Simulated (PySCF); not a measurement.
**CH₆F₂GeSi: electronic excitations and core binding energies**

Wanted: the electronic excitations and core binding energies of CH₆F₂GeSi (`[CH3][GeH2][SiH](F)F`), by calculation.

Computed with PySCF 2.14.0, with density-fitted response routines of our own, on a single molecule in the gas phase. Atoms are numbered from 0 throughout.

## (1) Starting geometry

11 atoms, charge 0, multiplicity 1; geometry from: GFN2-xTB.

Bonds of the start (Å): C0–Ge1 1.97, Ge1–Si2 2.32, Si2–F3 1.60, Si2–F4 1.60, C0–H5 1.09, C0–H6 1.09, C0–H7 1.09, Ge1–H8 1.51, Ge1–H9 1.51, Si2–H10 1.45.

## (2) Ultraviolet spectrum: wB97X-D/def2-SVPD

Job settings and geometry (Å):

```
{"job": {"kind": "uv", "xc": "wB97X-D", "basis": "def2-SVPD", "nstates": 8, "ntriplets": 3}, "charge": 0, "multiplicity": 1}
C     -1.742793     0.040063    -0.522083
Ge    -0.282769    -0.085645     0.790421
Si     1.813339    -0.052618    -0.202831
F      2.122534     1.407626    -0.779270
F      2.957272    -0.194986     0.903833
H     -2.713296     0.010115    -0.033699
H     -1.698008    -0.783702    -1.231377
H     -1.676124     0.969361    -1.083546
H     -0.462652     1.011477     1.807149
H     -0.481220    -1.346485     1.590104
H      2.169142    -0.972538    -1.264665
```

Level: TDDFT wB97X-D/def2-SVPD, vertical, gas phase, core orbitals frozen in the response.

Started as:

```console
OMP_NUM_THREADS=1 python probes_run.py task.json out
```

This one command runs all jobs of the session in turn.

Output:

```text
coarse grid: 44440 points
cycle   1  E = -2607.3780109588  dE = -3.586e-01  |g| = 7.906e-01  |ddm| = 4.001e+00
cycle   2  E = -2607.3557165482  dE =  2.229e-02  |g| = 9.386e-01  |ddm| = 1.602e+00
cycle   3  E = -2607.4884402874  dE = -1.327e-01  |g| = 5.068e-02  |ddm| = 6.769e-01
cycle   4  E = -2607.4889180020  dE = -4.777e-04  |g| = 2.587e-02  |ddm| = 1.069e-01
cycle   5  E = -2607.4890311742  dE = -1.132e-04  |g| = 5.746e-03  |ddm| = 3.795e-02
cycle   6  E = -2607.4890376794  dE = -6.505e-06  |g| = 8.960e-04  |ddm| = 1.538e-02
final grid: 91616 points
cycle   7  E = -2607.4886122488  dE = -1.803e-06  |g| = 1.416e-03  |ddm| = 8.491e-03
cycle   8  E = -2607.4886122848  dE = -3.601e-08  |g| = 1.501e-03  |ddm| = 2.654e-03
cycle   9  E = -2607.4886125973  dE = -3.125e-07  |g| = 9.673e-05  |ddm| = 1.027e-03
cycle  10  E = -2607.4886126008  dE = -3.480e-09  |g| = 6.326e-05  |ddm| = 2.218e-04
cycle  11  E = -2607.4886126019  dE = -1.098e-09  |g| = 1.168e-05  |ddm| = 1.231e-04
cycle  12  E = -2607.4886126020  dE = -6.094e-11  |g| = 3.400e-06  |ddm| = 3.059e-05
converged SCF energy = -2607.4886126020

Static polarisability (au): isotropic 68.045, principal 59.853 66.428 77.854

Singlet excitations
state   eV       nm        f      main configurations
  1   6.9381    178.7   0.01969   H->L 0.73, H->L+1 0.20
  2   7.2588    170.8   0.07248   H->L+1 0.75, H->L 0.18
  3   8.0305    154.4   0.08957   H-1->L 0.82
  4   8.0789    153.5   0.01305   H-2->L 0.53, H-1->L+1 0.33
  5   8.2607    150.1   0.02268   H-1->L+1 0.54, H-2->L 0.39
  6   8.5295    145.4   0.05446   H->L+2 0.81
  7   8.5835    144.4   0.01877   H-2->L+1 0.70, H->L+3 0.18
  8   8.8825    139.6   0.48048   H->L+3 0.60, H-2->L+1 0.14

Triplet excitations (Tamm-Dancoff, eV): 6.2172 6.3698 7.4343
```

Run time: 35 s. Hardware: 1 thread of Arm Neoverse V1, shared host; peak memory 0.72 GiB.

Frontier orbitals and where they lie:

| orbital | eV | atoms |
| --- | --- | --- |
| HOMO−3 | -13.20 | Si2 22 %, H10 20 %, F4 17 % |
| HOMO−2 | -11.50 | Ge1 39 %, H8 23 %, H9 22 % |
| HOMO−1 | -11.26 | C0 36 %, Ge1 30 %, H9 9 % |
| HOMO | -10.46 | Ge1 28 %, Si2 26 %, H10 11 % |
| LUMO | 1.13 | Ge1 26 %, Si2 25 %, C0 12 % |
| LUMO+1 | 1.35 | Si2 32 %, Ge1 31 %, H10 11 % |
| LUMO+2 | 2.04 | Ge1 44 %, Si2 16 %, H9 11 % |

With each of the 8 states as a Gaussian band of 0.4 eV half-width at 1/e, the curve within the window shown has maxima at 171 nm (ε 3,500), 140 nm (ε 21,000) L/(mol cm). Beyond the last state computed it falls off for lack of states. The curve at chosen wavelengths:

| nm | ε (L/mol/cm) |
| --- | --- |
| 135 | 11325 |
| 137 | 17010 |
| 140 | 21145 |
| 142 | 19640 |
| 145 | 14028 |
| 147 | 10566 |
| 149 | 8275 |
| 152 | 6553 |
| 154 | 5805 |
| 157 | 4565 |
| 159 | 3731 |
| 161 | 3105 |
| 164 | 2794 |
| 166 | 2944 |
| 169 | 3325 |
| 171 | 3457 |
| 173 | 3394 |
| 176 | 2950 |
| 178 | 2505 |
| 181 | 1787 |
| 183 | 1351 |
| 185 | 981 |
| 188 | 566 |
| 190 | 375 |
| 193 | 190 |
| 195 | 115 |

Further results of this job:

| property | computed |
| --- | --- |
| dipole moment (D) | 2.77 |
| polarisability (Å³) | 10.08 |
| HOMO–LUMO gap (eV) | 11.59 |
| −ε(HOMO) (eV) | 10.46 |

## (3) Core holes by ΔSCF: SCAN, X2C

Same as in step 2 but for these lines:

```diff
@@ -1,2 +1,2 @@
-{"job": {"kind": "uv", "xc": "wB97X-D", "basis": "def2-SVPD", "nstates": 8, "ntriplets": 3}, "charge": 0, "multiplicity": 1}
+{"job": {"kind": "xps"}, "charge": 0, "multiplicity": 1}
 C     -1.742793     0.040063    -0.522083
```

Level: delta-SCF UKS SCAN, pcX-2 on the ionised atom, pcseg-1 elsewhere, spin-free X2C.

Output:

```text
ground state, core basis on atom 0 (C), 148 functions
  cycle   1  E = -2625.49348168  |g| = 7.62e-01
  cycle   2  E = -2625.24885714  |g| = 1.40e+00
  cycle   3  E = -2625.60140479  |g| = 9.31e-02
  cycle   4  E = -2625.60260671  |g| = 5.26e-02
  cycle   5  E = -2625.60325618  |g| = 7.46e-03
  cycle   6  E = -2625.60327210  |g| = 2.34e-03
  cycle   7  E = -2625.60327495  |g| = 1.00e-03
  cycle   8  E = -2625.60327314  |g| = 3.67e-04
  E(ground) = -2625.75812787 Eh
hole in C 1s of atom 0
  cycle   1  E = -2614.35102774  |g| = 1.50e+00
  cycle   2  E = -2613.75676623  |g| = 1.75e+00
  cycle   3  E = -2614.88533180  |g| = 3.14e-01
  cycle   4  E = -2614.91903694  |g| = 1.39e-01
  cycle   5  E = -2614.92470627  |g| = 6.16e-02
  cycle   6  E = -2614.92589949  |g| = 9.75e-03
  cycle   7  E = -2614.92593458  |g| = 5.78e-03
  cycle   8  E = -2614.92595053  |g| = 2.89e-03
  cycle   9  E = -2614.92595334  |g| = 7.02e-04
  cycle  10  E = -2614.92595352  |g| = 3.14e-04
  E(ion) = -2615.08022885 Eh   <S^2> = 0.7680   hole on atom = 1.000   binding energy = 290.560 eV
ground state, core basis on atom 2 (Si), 159 functions
  cycle   1  E = -2625.71444101  |g| = 2.93e-01
  cycle   2  E = -2625.71459798  |g| = 6.09e-02
  cycle   3  E = -2625.71462125  |g| = 5.15e-02
  cycle   4  E = -2625.71500925  |g| = 1.61e-02
  cycle   5  E = -2625.71505365  |g| = 1.53e-03
  cycle   6  E = -2625.71505096  |g| = 1.90e-04
  E(ground) = -2625.82847491 Eh
hole in Si 1s of atom 2
  cycle   1  E = -2556.72057262  |g| = 4.35e+00
  cycle   2  E = -2555.61271709  |g| = 2.58e+00
  cycle   3  E = -2556.72654245  |g| = 1.20e+00
  cycle   4  E = -2557.69904221  |g| = 4.01e-01
  cycle   5  E = -2557.73726974  |g| = 2.66e-01
  cycle   6  E = -2557.76708187  |g| = 5.41e-02
  cycle   7  E = -2557.76775506  |g| = 3.08e-02
  cycle   8  E = -2557.76819798  |g| = 6.62e-03
  cycle   9  E = -2557.76821337  |g| = 3.50e-03
  cycle  10  E = -2557.76821633  |g| = 1.21e-03
  cycle  11  E = -2557.76821480  |g| = 1.92e-04
  E(ion) = -2557.89130149 Eh   <S^2> = 0.7519   hole on atom = 1.000   binding energy = 1848.665 eV
hole in Si 2p of atom 2
  cycle   1  E = -2621.38714669  |g| = 1.24e+00
  cycle   2  E = -2620.79379785  |g| = 1.43e+00
  cycle   3  E = -2621.58656489  |g| = 4.38e-01
  cycle   4  E = -2621.69624745  |g| = 1.60e-01
  cycle   5  E = -2621.70302005  |g| = 8.26e-02
  cycle   6  E = -2621.70640813  |g| = 2.00e-02
  cycle   7  E = -2621.70652477  |g| = 9.62e-03
  cycle   8  E = -2621.70656981  |g| = 2.25e-03
  cycle   9  E = -2621.70657002  |g| = 1.21e-03
  cycle  10  E = -2621.70656912  |g| = 2.67e-04
  E(ion) = -2621.83245491 Eh   <S^2> = 0.7521   hole on atom = 1.003   binding energy = 108.737 eV
  2p3/2 = 108.585 eV   2p1/2 = 109.215 eV
ground state, core basis on atom 3 (F), 148 functions
  cycle   1  E = -2625.64885152  |g| = 1.27e-01
  cycle   2  E = -2625.64794122  |g| = 1.01e-01
  cycle   3  E = -2625.64878476  |g| = 6.79e-02
  cycle   4  E = -2625.64941592  |g| = 6.33e-03
  cycle   5  E = -2625.64942736  |g| = 1.03e-03
  cycle   6  E = -2625.64942775  |g| = 3.21e-04
  E(ground) = -2625.80705985 Eh
hole in F 1s of atom 3
  cycle   1  E = -2599.30056359  |g| = 2.58e+00
  cycle   2  E = -2599.27070782  |g| = 2.10e+00
  cycle   3  E = -2600.15924979  |g| = 3.21e-01
  cycle   4  E = -2600.16809311  |g| = 2.63e-01
  cycle   5  E = -2600.19325278  |g| = 4.82e-02
  cycle   6  E = -2600.19390499  |g| = 1.83e-02
  cycle   7  E = -2600.19413719  |g| = 3.67e-03
  cycle   8  E = -2600.19413893  |g| = 2.21e-03
  cycle   9  E = -2600.19414651  |g| = 3.99e-04
  E(ion) = -2600.35740115 Eh   <S^2> = 0.7566   hole on atom = 1.000   binding energy = 692.520 eV
```

Wall time 29 s (1 thread of Arm Neoverse V1, shared host); peak memory 0.48 GiB.

The holes in one table. −ε is the ground-state orbital energy:

| hole | stands for | environment | ΔSCF (eV; 2p as the shell's mean) | −ε (eV) | ⟨S²⟩ |
| --- | --- | --- | --- | --- | --- |
| C1s on C0 | C0 | methyl carbon bonded to Ge | 290.56 | 273.8 | 0.768 |
| Si1s on Si2 | Si2 | silicon bonded to 2 F, Ge, H | 1848.66 | 1795.2 | 0.752 |
| Si2p on Si2 | Si2 | silicon bonded to 2 F, Ge, H | 108.80 | 97.9 | 0.752 |
| F1s on F3 | F3, F4 | fluorine bonded to Si | 692.52 | 666.6 | 0.757 |

Each hole run stands for the others of its class of like atoms.

With the spin-orbit splitting: Si2 2p3/2 108.59, 2p1/2 109.22 eV. The table gives each 2p level as the mean over the whole 2p shell (two parts 2p3/2, one part 2p1/2), which differs a little from the single hole in the log.

## (4) Summary of results

```
                                quantity                        value
      lowest singlet (wB97X-D/def2-SVPD)  6.94 eV (179 nm), f = 0.020
brightest single state of those computed  state 8, 8.88 eV, f = 0.480
                          lowest triplet                      6.22 eV
        C1s binding energies, SCAN/pcX-2                 C0 290.56 eV
       Si1s binding energies, SCAN/pcX-2               Si2 1848.66 eV
       Si2p binding energies, SCAN/pcX-2                Si2 108.80 eV
        F1s binding energies, SCAN/pcX-2                 F3 692.52 eV
```

What this shows: The lowest singlet, at 6.94 eV, is HOMO→LUMO 0.73, HOMO→LUMO+1 0.20 and is weak; of the 8 states computed, the strongest absorption comes from state 8 at 8.88 eV (the last computed, so partners may be missing). The lowest triplet lies 0.72 eV below the lowest singlet (triplets in Tamm-Dancoff, singlets in full TDDFT).
